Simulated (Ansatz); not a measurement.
**TaRu: one contact scaled**

One table from this session's results is given with a row withheld; the runs are named, their logs left out.

Method: DFT PBEsol, with the methods named in each step, in Ansatz 0.2.0.

2 further runs of the same task are left out: 2 that didn't finish.

## The structure to begin with

The structure is tetragonal, space group P4/mmm (No. 123). The conventional cell has a = 3.053 Å, b = 3.053 Å, c = 3.389 Å, α = 90.00°, β = 90.00°, γ = 90.00°. Ta (site symmetry 4/mmm) is surrounded by 8 Ru at 2.74 Å and 4 Ta at 3.05 Å. Ru (site symmetry 4/mmm) is surrounded by 8 Ta at 2.74 Å and 4 Ru at 3.05 Å.

Coordinates:

```cif
data_structure
_symmetry_space_group_name_H-M 'P4/mmm'
_symmetry_Int_Tables_number 123
_cell_length_a 3.0530
_cell_length_b 3.0530
_cell_length_c 3.3890
_cell_angle_alpha 90.000
_cell_angle_beta 90.000
_cell_angle_gamma 90.000
_cell_volume 31.59
loop_
_atom_site_label
_atom_site_type_symbol
_atom_site_symmetry_multiplicity
_atom_site_Wyckoff_symbol
_atom_site_fract_x
_atom_site_fract_y
_atom_site_fract_z
_atom_site_occupancy
Ta1 Ta 1 d 0.50000 0.50000 0.50000 1
Ru1 Ru 1 a 0.00000 0.00000 0.00000 1
```

The file gives the conventional cell by its symmetry; the runs use the cell typed in the input.

Atoms are numbered in the order of the input: Ta1, Ru2.

The first run:

File input.yaml:

```yaml
crystal:
  lattice:
    - [3.053, 0.0, 0.0]
    - [0.0, 3.053, 0.0]
    - [0.0, 0.0, 3.389]
  atoms:
    - { symbol: Ta, position: [0.5, 0.5, 0.5] }
    - { symbol: Ru, position: [0.0, 0.0, 0.0] }
kpoints:
  mp_grid: { grid: [10, 10, 9] }
scf:
  occupations: { method: fermi_dirac, width: 0.05 }
hamiltonian:
  xc: pbesol
  pseudopotentials: { kind: all_electron, lapw: { basis_error: 0.001 } }
output:
  forces: true
  stress: true
  eigenvalues: true
  populations: true
```

Run with:

```console
$ ansatz run input.yaml --threads 1 --pin off --max-ram 2048MiB --backend cpu --events-out ev --progress --plain --runs-dir out
```

Steps of the session up to this table: The bond as given, LAPW; Shortest bond scaled by 1, crystal datasets; Shortest bond scaled by 0.82, LAPW; Shortest bond scaled by 0.76, LAPW; Shortest bond scaled by 0.7, LAPW; Shortest bond scaled by 0.64, norm-conserving.

One of the session's tables, all rows but one given; the rest of the session is left out.

```
                         method  length (Å)  force along the bond (eV/Å)  pressure (GPa)  largest force (eV/Å)
                           LAPW       1.921                       15.307           65.36                15.318
                           LAPW       2.086                        8.378           36.18                 8.405
                           LAPW       2.250                        4.392           16.15                 4.417
                           LAPW       2.744                        0.000           -5.25                 0.000
                            PAW       1.756                       30.831          116.02                30.838
                            PAW       1.921                       15.377           65.84                15.388
                            PAW       2.086                        8.405           36.39                 8.431
                            PAW       2.250                            ?               ?                     ?
                            PAW       2.744                        0.000           -5.35                 0.000
PAW (partial_waves polarizable)       1.756                       30.813          115.96                30.820
               crystal datasets       2.744                        0.000           -5.25                 0.000
                norm-conserving       1.756                       29.992          113.67                30.000
```

**Question.** Estimate the row for PAW, 2.250.

**Answer.** force along the bond (eV/Å): 4.400; pressure (GPa): 16.20; largest force (eV/Å): 4.425. In the column «force along the bond (eV/Å)» it lies between LAPW, 2.250 (4.392) and LAPW, 2.086 (8.378).

Limits of these values: Rows by PAW come from runs of the same series that aren't printed here. Spin-orbit coupling is left out, though the cell holds Ta; in elements this heavy it can shift bands and gaps by tenths of an eV. Warnings in the runs' records: gradients without spin orbit, crystal datasets made.
